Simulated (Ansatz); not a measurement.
# C₂H₅F₃OSi: small, medium and large basis sets

An exercise on one series of results from a longer session: the logs are not shown, and one member is left open.

Program: Ansatz 0.2.0, Gaussian basis. Level of theory: one geometry, several basis sets. These are calculated values, not measurements.

Levels to be run: PBE0-D4/def2-SVP; ωB97M-V/def2-SVP; PBE0-D4/def2-QZVPP; ωB97M-V/def2-QZVPP; the functionals' def2-TZVPP values are taken from earlier runs.

## The relaxed structure

All runs share one geometry, relaxed beforehand with PBE0-D4 in a triple-zeta def2 set.

SMILES `FC(F)(F)CO[SiH3]`, 12 atoms, charge 0, spin multiplicity 1.

Atoms are counted from 1 here; the program's logs count them from 0.

Bond lengths: F1–C2 1.341 Å, C2–F3 1.333 Å, C2–F4 1.333 Å, C2–C5 1.514 Å, C5–O6 1.392 Å, C5–H8 1.097 Å, C5–H9 1.097 Å, O6–Si7 1.650 Å, Si7–H10 1.478 Å, Si7–H11 1.488 Å, Si7–H12 1.488 Å. Angles: F1–C2–F3 107.8°, F1–C2–F4 107.8°, F1–C2–C5 109.3°, F3–C2–F4 107.7°, F3–C2–C5 112.0°, F4–C2–C5 112.0°, C2–C5–O6 109.1°, C2–C5–H8 107.1°, C2–C5–H9 107.1°, O6–C5–H8 112.3°, O6–C5–H9 112.3°, H8–C5–H9 108.6°, C5–O6–Si7 123.5°, O6–Si7–H10 106.0°, O6–Si7–H11 110.2°, O6–Si7–H12 110.1°, H10–Si7–H11 111.0°, H10–Si7–H12 111.1° and more.

The first run:

in.yaml reads:

```yaml
crystal:
  periodic: [false, false, false]
  atoms:
    - {symbol: F, position_ang: [-1.629256, -1.251227, 2.068367]}
    - {symbol: C, position_ang: [-1.281228, -1.142209, 0.778323]}
    - {symbol: F, position_ang: [-2.377025, -0.831675, 0.084972]}
    - {symbol: F, position_ang: [-0.865052, -2.339817, 0.365401]}
    - {symbol: C, position_ang: [-0.203920, -0.088300, 0.638058]}
    - {symbol: O, position_ang: [0.154419, 0.021234, -0.702133]}
    - {symbol: Si, position_ang: [1.312919, 1.058287, -1.253503]}
    - {symbol: H, position_ang: [-0.613623, 0.847555, 1.037502]}
    - {symbol: H, position_ang: [0.636650, -0.399770, 1.270315]}
    - {symbol: H, position_ang: [1.381241, 0.852681, -2.715419]}
    - {symbol: H, position_ang: [0.941904, 2.462225, -0.928432]}
    - {symbol: H, position_ang: [2.619870, 0.755816, -0.609451]}
basis:
  gaussian: {orbitals: def2-SVP}
hamiltonian: {xc: pbe0, dispersion: d4}
output: {orbitals: {seedname: orbitals}}
```

Launch:

```
$ ansatz run in.yaml --threads 4 --pin off --events-out ev --progress --plain --max-ram 11315MiB
```

Among the steps run: PBE0-D4 in def2-SVP; ωB97M-V in def2-SVP; PBE0-D4 in def2-QZVPP; ωB97M-V in def2-QZVPP.

One of the session's tables, all rows but one given; the rest of the session is left out.

It belongs to the step «Density functionals: the series». 

```
functional       basis  HOMO (eV)  LUMO (eV)
   PBE0-D4    def2-SVP      -8.69       0.35
   PBE0-D4  def2-TZVPP      -8.80      -0.14
   PBE0-D4  def2-QZVPP      -8.84      -0.28
   ωB97M-V    def2-SVP     -11.02       2.27
   ωB97M-V  def2-TZVPP          ?          ?
   ωB97M-V  def2-QZVPP     -11.20       1.21
```

Estimate the missing values for ωB97M-V, def2-TZVPP.

**Answer.** HOMO (eV): -11.17; LUMO (eV): 1.55. In the column «HOMO (eV)» it lies between ωB97M-V, def2-QZVPP (-11.20) and ωB97M-V, def2-SVP (-11.02).
